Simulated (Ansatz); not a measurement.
Crystal: NbSi.

```
CELL_PARAMETERS angstrom
3.15644 0.00000 0.00000
0.00000 3.15644 0.00000
0.00000 0.00000 3.15644
ATOMIC_POSITIONS crystal
Nb 0.00000 0.00000 0.00000
Si 0.50000 0.50000 0.50000
```

The cell was built by a generator and needn't be a form met in nature.

```yaml
Program: Ansatz 0.2.0
Task: relaxation of cell and atoms
Functional: PBEsol0
Potentials_or_basis: Ansatz PAW
Cutoff: "420 eV (not typed: the program's choice for these potentials)"
k_mesh: 4 × 4 × 4
Occupations: fermi-dirac, width 0.05 eV
Spin: no spin polarisation
```

At the start: volume 15.72 Å³/atom.

Problem. How do energy, volume and symmetry change on relaxing?

Solution. It ends after 4 steps and the volume is 15.35 Å³/atom (-2.4 %); space group Pm-3m (No. 221, to 0.05 Å).

Step by step:
```
step  energy change (eV)  largest force (eV/Å)  volume (Å³)
   1              0.0000                0.0000        31.45
   2             -0.0109                0.0000        30.73
   3             -0.0110                0.0000        30.70
   4             -0.0109                0.0000        30.70
```

Final structure:
```
CELL_PARAMETERS angstrom
3.13107 0.00000 0.00000
0.00000 3.13107 0.00000
0.00000 0.00000 3.13107
ATOMIC_POSITIONS crystal
Nb 0.00000 0.00000 0.00000
Si 0.50000 0.50000 0.50000
```

Caveat: the k mesh is coarse (spacing up to 0.50 Å⁻¹), so the values aren't converged, least of all with exact exchange; the plane-wave basis is chosen anew once the cell has moved, so the energies of steps on either side of that aren't comparable; the PAW data sets come from PBE, with cores solved anew for the run's functional, which leaves a small shift of forces and pressure.
